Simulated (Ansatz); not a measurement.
Task: a rigid scan of one bond length of ClH2NSn, SMILES [NH2][Sn][Cl], with the Python package of Ansatz (0.2.0). Give the script and its output. Settings (for the species named): r2scan0, def2-SVP basis, multiplicity 1.

```json
{"atom": "N", "x (Å)": "-0.8326", "y (Å)": "0.5287", "z (Å)": "-0.2762"}
{"atom": "Sn", "x (Å)": "-0.1417", "y (Å)": "-0.6319", "z (Å)": "1.2101"}
{"atom": "Cl", "x (Å)": "1.9974", "y (Å)": "-1.3428", "z (Å)": "0.6206"}
{"atom": "H", "x (Å)": "-0.1274", "y (Å)": "1.3684", "z (Å)": "-0.4110"}
{"atom": "H", "x (Å)": "-0.8459", "y (Å)": "0.0040", "z (Å)": "-1.1850"}
```

The script, `scan.py`:
```python
import ansatz
import numpy as np

clh2nsn = (
    ansatz.Crystal.molecule()
    .atom("N", (-0.8326, 0.5287, -0.2762))
    .atom("Sn", (-0.1417, -0.6319, 1.2101))
    .atom("Cl", (1.9974, -1.3428, 0.6206))
    .atom("H", (-0.1274, 1.3684, -0.411))
    .atom("H", (-0.8459, 0.004, -1.185))
)

symbols = [site.symbol for site in clh2nsn.cartesian_sites]
start = np.array([site.position_ang for site in clh2nsn.cartesian_sites])
axis = (start[3] - start[0]) / np.linalg.norm(start[3] - start[0])
moving = [3]
lengths, energies = [0.972, 1.016, 1.061, 1.105, 1.149, 1.193, 1.237, 1.304], []
for length in lengths:
    xyz = start.copy()
    xyz[moving] += (length - np.linalg.norm(start[3] - start[0])) * axis
    point = ansatz.Crystal.molecule()
    for symbol, place in zip(symbols, xyz):
        point = point.atom(symbol, place.tolist())
    calc = (
        point.calculation()
        .basis(gaussian="def2-SVP")
        .functional("r2scan0")
        .scf(lower_state_search="off")
    )
    rep = calc.run(threads=1, backend="cpu").report
    energies.append(rep["free_energy_ev"])
    print(f"r = {length:6.3f} A  E = {energies[-1]:.5f} eV  <S^2> = {abs(rep['mean_field']['state']['spin_squared']):.3f}")

fit = np.polynomial.Polynomial.fit(lengths, np.array(energies) - min(energies), 4).convert()
roots = [r.real for r in fit.deriv().roots() if abs(r.imag) < 1e-9 and fit.deriv(2)(r.real) > 0]
r_e = min(roots, key=lambda r: abs(r - lengths[int(np.argmin(energies))]))
print(f"minimum of the fit at {r_e:.4f} A, force constant {fit.deriv(2)(r_e):.2f} eV/A^2")
```

```console
$ python scan.py
r =  0.972 A  E = -19872.09314 eV  <S^2> = 0.000
r =  1.016 A  E = -19872.15137 eV  <S^2> = 0.000
r =  1.061 A  E = -19872.11961 eV  <S^2> = 0.000
r =  1.105 A  E = -19872.02167 eV  <S^2> = 0.000
r =  1.149 A  E = -19871.87479 eV  <S^2> = 0.000
r =  1.193 A  E = -19871.69222 eV  <S^2> = 0.000
r =  1.237 A  E = -19871.48427 eV  <S^2> = 0.000
r =  1.304 A  E = -19871.13643 eV  <S^2> = 0.000
minimum of the fit at 1.0213 A, force constant 43.70 eV/A^2
```

Reading the output:
- The settings weren't tested for convergence.
- The rest of the molecule is held rigid at a force-field or estimated start geometry, and the basis set is modest; single-reference methods fail as a bond breaks.
- def2 sets replace the cores of elements past krypton by effective core potentials.
- The orbitals are restricted, so S² is zero by construction.
- Hardware and time: 20 s on 1 thread of Arm Neoverse V1, on a shared host, peak memory 0.18 GiB.

(Lines on the test bed's own set-up are left out of the output.)
